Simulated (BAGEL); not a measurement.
**CH3ClFGa (SMILES [CH3][Ga]([F])[Cl]) at 4 levels**

We compute a comparison of 4 runs (HF/STO-3G, B3LYP/6-31G*, PBE0/6-31G*, RI-MP2/6-31G*) of CH3ClFGa. 

The results are computed with BAGEL 1.2.2.

3 further runs of the same task are left out: 2 that didn't finish, 1 set aside as unsound or not needed.

### Step 1. The structure to begin with

The species is CH3ClFGa (7 atoms), meant as a singlet with charge 0. SMILES: `[CH3][Ga]([F])[Cl]`. The shape comes from GFN2-xTB, which is rough for such elements, and wasn't checked as a minimum.

Bond lengths: C1–Ga2 2.033 Å, Ga2–F3 1.774 Å, Ga2–Cl4 2.088 Å, C1–H5 1.089 Å, C1–H6 1.090 Å, C1–H7 1.090 Å. Angles: C1–Ga2–F3 111.7°, C1–Ga2–Cl4 135.9°, F3–Ga2–Cl4 112.4°, Ga2–C1–H5 110.5°, Ga2–C1–H6 107.9°, Ga2–C1–H7 108.8°, H5–C1–H6 110.5°, H5–C1–H7 110.2°, H6–C1–H7 108.8°.

### Step 2. A single-point energy at HF/STO-3G (density fitting with qzvpp-jkfit) (run 1)

The input, hf.json:

```json
{ "bagel": [

{
  "title": "molecule",
  "basis": "sto-3g",
  "df_basis": "qzvpp-jkfit",
  "angstrom": "true",
  "geometry": [
    { "atom": "C", "xyz": [      -0.099710,       1.014200,      -0.130510 ] },
    { "atom": "Ga", "xyz": [       0.048110,      -1.002770,       0.081830 ] },
    { "atom": "F", "xyz": [       1.362050,      -1.452570,       1.185390 ] },
    { "atom": "Cl", "xyz": [      -0.971710,      -2.666710,      -0.661770 ] },
    { "atom": "H", "xyz": [      -1.008080,       1.275340,      -0.670680 ] },
    { "atom": "H", "xyz": [      -0.106510,       1.456920,       0.865390 ] },
    { "atom": "H", "xyz": [       0.775850,       1.375600,      -0.669660 ] }
  ]
},

{ "title": "hf" },

{ "title": "print", "file": "orbitals.molden", "orbitals": "true" }

]}
```

Launch:

```bash
BAGEL_NUM_THREADS=1 BAGEL hf.json > hf.out
```

Log:

```text
* using 1 threads per process

  ===============================================================
  ===============================================================

  *** Geometry ***

  { "atom" : "C", "xyz" : [     -0.188425,      1.916560,     -0.246628 ] },
  { "atom" : "Ga", "xyz" : [      0.090915,     -1.894961,      0.154636 ] },
  { "atom" : "F", "xyz" : [      2.573901,     -2.744959,      2.240062 ] },
  { "atom" : "Cl", "xyz" : [     -1.836266,     -5.039352,     -1.250564 ] },
  { "atom" : "H", "xyz" : [     -1.904995,      2.410043,     -1.267402 ] },
  { "atom" : "H", "xyz" : [     -0.201275,      2.753180,      1.635350 ] },
  { "atom" : "H", "xyz" : [      1.466144,      2.599507,     -1.265474 ] },

  Number of auxiliary basis functions:      600

  Since a DF basis is specified, we compute 2- and 3-index integrals:
    o Being stored without compression. Storage requirement is 0.008 GB

  Number of basis functions:       40
  Number of electrons      :       66

    * METHOD: MOLECULE                             0.16

  *** RHF ***

  === Nuclear Repulsion ===
   352.4353402622

      * DIIS with orbital gradients will be used.

  === RHF iteration (sto-3g) ===
      0      -2492.62649782          0.01128616           0.03
      1      -2492.71894725          0.00422408           0.03
      2      -2492.72954641          0.00099076           0.03
      3      -2492.73077511          0.00029703           0.03
      4      -2492.73093013          0.00013447           0.03
      5      -2492.73097171          0.00004512           0.03
      6      -2492.73097759          0.00001894           0.03
      7      -2492.73097879          0.00000637           0.03
      8      -2492.73097892          0.00000201           0.03
      9      -2492.73097892          0.00000084           0.03
     10      -2492.73097893          0.00000048           0.03
     11      -2492.73097893          0.00000022           0.03
     12      -2492.73097893          0.00000009           0.03
     13      -2492.73097893          0.00000004           0.03
     14      -2492.73097893          0.00000002           0.03
     15      -2492.73097893          0.00000001           0.03
     16      -2492.73097893          0.00000001           0.03
    * SCF iteration converged.

    * Permanent dipole moment:
           (   -0.119267,    -0.955718,    -0.038513) a.u.

    * METHOD: HF                                   0.56

    * METHOD: PRINT                                0.00

  ===============================================================
```

Run time: 0.88 s. Hardware: 1 thread of AMD EPYC 9R45 (Zen 5), shared host; peak memory 0.094 GiB.

### Step 3. A single-point energy at B3LYP/6-31G(d) (density fitting with qzvpp-jkfit, spherical functions) (run 2)

The input, job.json:

```json
{ "bagel" : [

{
  "title" : "molecule",
  "basis" : "6-31gs.json",
  "df_basis" : "qzvpp-jkfit",
  "angstrom" : true,
  "geometry" : [
    { "atom" : "C", "xyz" : [      -0.099710,       1.014200,      -0.130510 ] },
    { "atom" : "Ga", "xyz" : [       0.048110,      -1.002770,       0.081830 ] },
    { "atom" : "F", "xyz" : [       1.362050,      -1.452570,       1.185390 ] },
    { "atom" : "Cl", "xyz" : [      -0.971710,      -2.666710,      -0.661770 ] },
    { "atom" : "H", "xyz" : [      -1.008080,       1.275340,      -0.670680 ] },
    { "atom" : "H", "xyz" : [      -0.106510,       1.456920,       0.865390 ] },
    { "atom" : "H", "xyz" : [       0.775850,       1.375600,      -0.669660 ] }
  ]
},

{ "title" : "ks", "xc_func" : "b3lyp" },

{ "title" : "print", "file" : "orbitals.molden", "orbitals" : true }

]}
```

The basis set 6-31G* is read from a file made from the Basis Set Exchange's data (not shown).

Launch:

```bash
BAGEL_NUM_THREADS=1 BAGEL job.json > job.out
```

Log:

```text
* using 1 threads per process

  ===============================================================
  ===============================================================

  *** Geometry ***

  { "atom" : "C", "xyz" : [     -0.188425,      1.916560,     -0.246628 ] },
  { "atom" : "Ga", "xyz" : [      0.090915,     -1.894961,      0.154636 ] },
  { "atom" : "F", "xyz" : [      2.573901,     -2.744959,      2.240062 ] },
  { "atom" : "Cl", "xyz" : [     -1.836266,     -5.039352,     -1.250564 ] },
  { "atom" : "H", "xyz" : [     -1.904995,      2.410043,     -1.267402 ] },
  { "atom" : "H", "xyz" : [     -0.201275,      2.753180,      1.635350 ] },
  { "atom" : "H", "xyz" : [      1.466144,      2.599507,     -1.265474 ] },

  Number of auxiliary basis functions:      600

  Since a DF basis is specified, we compute 2- and 3-index integrals:
    o Being stored without compression. Storage requirement is 0.034 GB

  Number of basis functions:       84
  Number of electrons      :       66

    * METHOD: MOLECULE                             0.23

  *** Kohn-Sham DFT ***

    * Removing 11967 points whose weight is below 1.00e-10
    * Grid points: 92375

  === Nuclear Repulsion ===
   352.4353402622

       - DIIS with orbital gradients will be used.

  === KS iteration (b3lyp / 6-31gs.json) ===
      0      -2439.27245315          0.11963252           0.26
      1      -2234.58417354          0.21748827           0.25
      2      -2401.74596111          0.11324874           0.25
      3      -2395.54666525          0.16322691           0.26
      4      -2507.69139850          0.08122911           0.25
      5      -2396.70378079          0.23620638           0.27
      6      -2489.76055217          0.16594032           0.27
      7      -2460.59559595          0.16741292           0.26
      8      -2508.16560727          0.09000863           0.26
      9      -2524.08491173          0.02916354           0.25
     10      -2524.44029169          0.02091794           0.25
     11      -2524.59152720          0.01085780           0.25
     12      -2524.58955985          0.01235715           0.25
     13      -2524.66864923          0.00156787           0.25
     14      -2524.66987511          0.00063774           0.25
     15      -2524.67015543          0.00028412           0.25
     16      -2524.67021552          0.00019742           0.25
     17      -2524.67023121          0.00003430           0.25
     18      -2524.67023173          0.00002135           0.25
     19      -2524.67023182          0.00001797           0.26
     20      -2524.67023199          0.00000310           0.26
     21      -2524.67023199          0.00000110           0.26
     22      -2524.67023199          0.00000044           0.26
     23      -2524.67023199          0.00000032           0.26
     24      -2524.67023199          0.00000009           0.25
     25      -2524.67023199          0.00000004           0.26
     26      -2524.67023199          0.00000002           0.25
     27      -2524.67023199          0.00000001           0.26
     28      -2524.67023199          0.00000000           0.27
    * SCF iteration converged.

    * Permanent dipole moment:
           (    0.393723,    -1.048863,     0.384169) a.u.

    * METHOD: KS                                   7.77

    * METHOD: PRINT                                0.01

  ===============================================================
```

It took 8.4 s on 1 thread of AMD EPYC 9R45 (Zen 5), shared host; peak memory 0.43 GiB.

Run 3 isn't shown in full; the table further down has it.

### Step 4. A single-point energy at RI-MP2/6-31G(d) (density fitting with qzvpp-jkfit, spherical functions) (run 4)

The input, job.json:

```json
{ "bagel" : [

{
  "title" : "molecule",
  "basis" : "6-31gs.json",
  "df_basis" : "qzvpp-jkfit",
  "angstrom" : "true",
  "geometry" : [
    { "atom" : "C", "xyz" : [   -0.099710,    1.014200,   -0.130510 ] },
    { "atom" : "Ga", "xyz" : [    0.048110,   -1.002770,    0.081830 ] },
    { "atom" : "F", "xyz" : [    1.362050,   -1.452570,    1.185390 ] },
    { "atom" : "Cl", "xyz" : [   -0.971710,   -2.666710,   -0.661770 ] },
    { "atom" : "H", "xyz" : [   -1.008080,    1.275340,   -0.670680 ] },
    { "atom" : "H", "xyz" : [   -0.106510,    1.456920,    0.865390 ] },
    { "atom" : "H", "xyz" : [    0.775850,    1.375600,   -0.669660 ] }
  ]
},
{
  "title" : "hf"
},
{
  "title" : "mp2",
  "ncore" : 16
}

]}
```

The basis set 6-31G* is read from a file made from the Basis Set Exchange's data (not shown).

Launch:

```bash
BAGEL_NUM_THREADS=1 BAGEL job.json > job.out
```

Log:

```text
* using 1 threads per process

  ===============================================================
  ===============================================================

  *** Geometry ***

  { "atom" : "C", "xyz" : [     -0.188425,      1.916560,     -0.246628 ] },
  { "atom" : "Ga", "xyz" : [      0.090915,     -1.894961,      0.154636 ] },
  { "atom" : "F", "xyz" : [      2.573901,     -2.744959,      2.240062 ] },
  { "atom" : "Cl", "xyz" : [     -1.836266,     -5.039352,     -1.250564 ] },
  { "atom" : "H", "xyz" : [     -1.904995,      2.410043,     -1.267402 ] },
  { "atom" : "H", "xyz" : [     -0.201275,      2.753180,      1.635350 ] },
  { "atom" : "H", "xyz" : [      1.466144,      2.599507,     -1.265474 ] },

  Number of auxiliary basis functions:      600

  Since a DF basis is specified, we compute 2- and 3-index integrals:
    o Being stored without compression. Storage requirement is 0.034 GB

  Number of basis functions:       84
  Number of electrons      :       66

    * METHOD: MOLECULE                             0.23

  *** RHF ***

  === Nuclear Repulsion ===
   352.4353402622

      * DIIS with orbital gradients will be used.

  === RHF iteration (6-31gs.json) ===
      0      -2521.39954418          0.01822155           0.07
      1      -2521.52447500          0.01255082           0.06
      2      -2521.60194260          0.00125934           0.06
      3      -2521.60309458          0.00041267           0.06
      4      -2521.60322286          0.00005869           0.06
      5      -2521.60322653          0.00002060           0.06
      6      -2521.60322697          0.00000871           0.06
      7      -2521.60322707          0.00000262           0.06
      8      -2521.60322707          0.00000111           0.06
      9      -2521.60322708          0.00000038           0.06
     10      -2521.60322708          0.00000019           0.06
     11      -2521.60322708          0.00000005           0.06
     12      -2521.60322708          0.00000002           0.06
     13      -2521.60322708          0.00000001           0.06
    * SCF iteration converged.

    * Permanent dipole moment:
           (    0.470392,    -1.060126,     0.451219) a.u.

    * METHOD: HF                                   1.04

  *** RHF ***

  === Nuclear Repulsion ===
   352.4353402622

      * DIIS with orbital gradients will be used.

  === RHF iteration (6-31gs.json) ===
      0      -2521.60322708          0.00000000           0.06
    * SCF iteration converged.

    * Permanent dipole moment:
           (    0.470392,    -1.060126,     0.451219) a.u.

  === DF-MP2 calculation ===

    * freezing 16 orbitals
    * 3-index integral transformation done
    * assembly done

      MP2 correlation energy:   -0.6699747639      0.03

      MP2 total energy:       -2522.2732018401

    * METHOD: MP2                                  0.17

  ===============================================================
```

It took 1.6 s on 1 thread of AMD EPYC 9R45 (Zen 5), shared host; peak memory 0.16 GiB.

### Step 5. Overview of the runs

```
run                                                                  level  frozen core orbitals   energy (Eh)  dipole moment (D)  HOMO energy (eV)  LUMO energy (eV)  wall time
  1                           HF/STO-3G (density fitting with qzvpp-jkfit)                     –  -2492.730979               2.45             -8.44              4.79     0.88 s
  2   B3LYP/6-31G* (density fitting with qzvpp-jkfit, spherical functions)                     –  -2524.670232               3.01             -8.61             -1.20      8.4 s
  3    PBE0/6-31G* (density fitting with qzvpp-jkfit, spherical functions)                     –  -2524.058919               3.02             -8.91             -0.94      7.8 s
  4  RI-MP2/6-31G* (density fitting with qzvpp-jkfit, spherical functions)                    16  -2522.273202                  –                 –                 –      1.6 s
```

### Step 6. Results

| quantity | value |
| --- | --- |
| run 4: total energy | -2522.27320 Eh |
| run 4: correlation energy (16 core orbitals frozen) | -670.0 mEh |

In words: Over runs 1, 2, 3 the dipole moment (its size) runs from 2.45 D (HF/STO-3G) to 3.02 D (PBE0/6-31G*). The two ends differ in method and basis. Over runs 1, 2, 3 the HOMO–LUMO gap runs from 7.41 eV (B3LYP/6-31G*) to 13.23 eV (HF/STO-3G). Totals of different functionals can't be ranked against each other. In run 1 the basis is minimal, so the values are rough. All runs together took 19 s, the longest 8.4 s.
